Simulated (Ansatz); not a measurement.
# C3H8GaS radical: basis-set convergence

The task here is to estimate one member of a computed series from the others.

The runs use Ansatz 0.2.0, Gaussian basis; one geometry, several basis sets.

Levels to be run: PBE0-D4/def2-SVP; ωB97M-V/def2-SVP; PBE0-D4/def2-QZVPP; ωB97M-V/def2-QZVPP; the functionals' def2-TZVPP values are taken from earlier runs.

## Structure used throughout

The geometry comes from an earlier relaxation with PBE0-D4 in a triple-zeta def2 set; it is a stationary point, not always the lowest conformer.

SMILES `C[CH](C)[Ga][SH]`, 13 atoms, charge 0, spin multiplicity 2.

Atoms are counted from 1 here; the program's logs count them from 0.

Bond lengths: C1–C2 1.520 Å, C1–H6 1.093 Å, C1–H7 1.094 Å, C1–H8 1.098 Å, C2–C3 1.520 Å, C2–Ga4 2.036 Å, C2–H9 1.093 Å, C3–H10 1.098 Å, C3–H11 1.093 Å, C3–H12 1.094 Å, Ga4–S5 2.250 Å, S5–H13 1.342 Å. Angles: C2–C1–H6 112.5°, C2–C1–H7 111.7°, C2–C1–H8 110.4°, H6–C1–H7 107.6°, H6–C1–H8 107.3°, H7–C1–H8 107.1°, C1–C2–C3 112.5°, C1–C2–Ga4 108.6°, C1–C2–H9 110.0°, C3–C2–Ga4 108.6°, C3–C2–H9 110.1°, Ga4–C2–H9 106.9°, C2–C3–H10 110.4°, C2–C3–H11 112.5°, C2–C3–H12 111.7°, H10–C3–H11 107.3°, H10–C3–H12 107.1°, H11–C3–H12 107.6° and more.

Set-up of the first run:

in.yaml

```yaml
crystal:
  periodic: [false, false, false]
  atoms:
    - {symbol: C, position_ang: [-0.467168, -0.465186, 1.343371]}
    - {symbol: C, position_ang: [0.014884, -0.781678, -0.063391]}
    - {symbol: C, position_ang: [1.429955, -0.288142, -0.319056]}
    - {symbol: Ga, position_ang: [-1.236069, 0.116928, -1.394721]}
    - {symbol: S, position_ang: [-1.238684, 2.356639, -1.182937]}
    - {symbol: H, position_ang: [-1.473337, -0.846430, 1.536532]}
    - {symbol: H, position_ang: [-0.478479, 0.611820, 1.535173]}
    - {symbol: H, position_ang: [0.201175, -0.918122, 2.086829]}
    - {symbol: H, position_ang: [-0.045895, -1.857341, -0.247126]}
    - {symbol: H, position_ang: [2.126921, -0.738184, 0.399508]}
    - {symbol: H, position_ang: [1.787219, -0.542308, -1.320468]}
    - {symbol: H, position_ang: [1.507337, 0.797195, -0.205385]}
    - {symbol: H, position_ang: [-2.127849, 2.554809, -2.168319]}
basis:
  gaussian: {orbitals: def2-SVP}
magnetization: {spin_polarized: true, initial_magnetization: 1}
hamiltonian: {xc: pbe0, dispersion: d4}
output: {orbitals: {seedname: orbitals}}
```

On the command line:

```console
> ansatz run in.yaml --threads 2 --pin off --events-out ev --progress --plain --max-ram 22528MiB --backend cpu
```

Among the steps run: PBE0-D4 in def2-SVP; ωB97M-V in def2-SVP; PBE0-D4 in def2-QZVPP; ωB97M-V in def2-QZVPP.

One of the session's tables, all rows but one given; the rest of the session is left out.

It belongs to the step «Density functionals: the series». 

```
functional       basis  HOMO (eV)  LUMO (eV)
   PBE0-D4    def2-SVP      -5.43      -2.55
   PBE0-D4  def2-TZVPP      -5.47      -2.59
   PBE0-D4  def2-QZVPP          ?          ?
   ωB97M-V    def2-SVP      -7.36      -0.94
   ωB97M-V  def2-TZVPP      -7.41      -1.01
   ωB97M-V  def2-QZVPP      -7.44      -1.11
```

Estimate the missing values for PBE0-D4, def2-QZVPP.

The run gave: HOMO (eV): -5.50; LUMO (eV): -2.64. In the column «HOMO (eV)» it lies between ωB97M-V, def2-SVP (-7.36) and PBE0-D4, def2-TZVPP (-5.47).
